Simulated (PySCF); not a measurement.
# C9H12O3S: the cost of one run

Computed with PySCF 2.14.0 and routines of our own; the level stands in each step. Atoms count from 0.

## (1) The system as given

25 atoms, charge 0, multiplicity 1; geometry from: GFN2-xTB.

## (2) NMR shifts: GIAO KT3/pcSseg-1

The job: settings as JSON, then the geometry in Å.

```
{"job": {"kind": "nmr", "xc": "KT3", "basis": "pcSseg-1", "pop": false}, "charge": 0, "multiplicity": 1}
C      3.770838     0.707614     0.718519
C      2.576046    -0.231942     0.685476
O      2.338773    -0.633610    -0.651889
S      1.249051    -1.805222    -0.845986
O      1.443626    -2.802673     0.163766
O      1.316246    -2.176317    -2.219633
C     -0.252916    -0.907052    -0.524686
C     -1.010598    -1.176765     0.594988
C     -2.135486    -0.407787     0.847293
C     -2.489951     0.629963    -0.008781
C     -3.700562     1.468975     0.258749
C     -1.706489     0.878492    -1.134352
C     -0.588714     0.108623    -1.397174
H      3.580635     1.566693     0.080363
H      3.942168     1.045505     1.736665
H      4.657654     0.196054     0.356397
H      1.677949     0.272585     1.070152
H      2.753627    -1.129529     1.288166
H     -0.707213    -1.979354     1.248227
H     -2.739736    -0.611614     1.719361
H     -3.500878     2.515291     0.037742
H     -4.522986     1.147009    -0.379664
H     -4.016350     1.378699     1.294385
H     -1.976176     1.683881    -1.802028
H      0.034882     0.276970    -2.260658
```

Level: GIAO KT3/pcSseg-1 NMR shielding, non-relativistic, gas phase.

Run with:

```sh
OMP_NUM_THREADS=1 python large_run.py task.json out
```

One launch serves the whole session: the jobs run in the order shown.

**Question.** How long does this job take on 1 thread of Arm Neoverse N1, shared host, and how much memory does it need?

About 34 s, with a peak of 0.52 GiB.
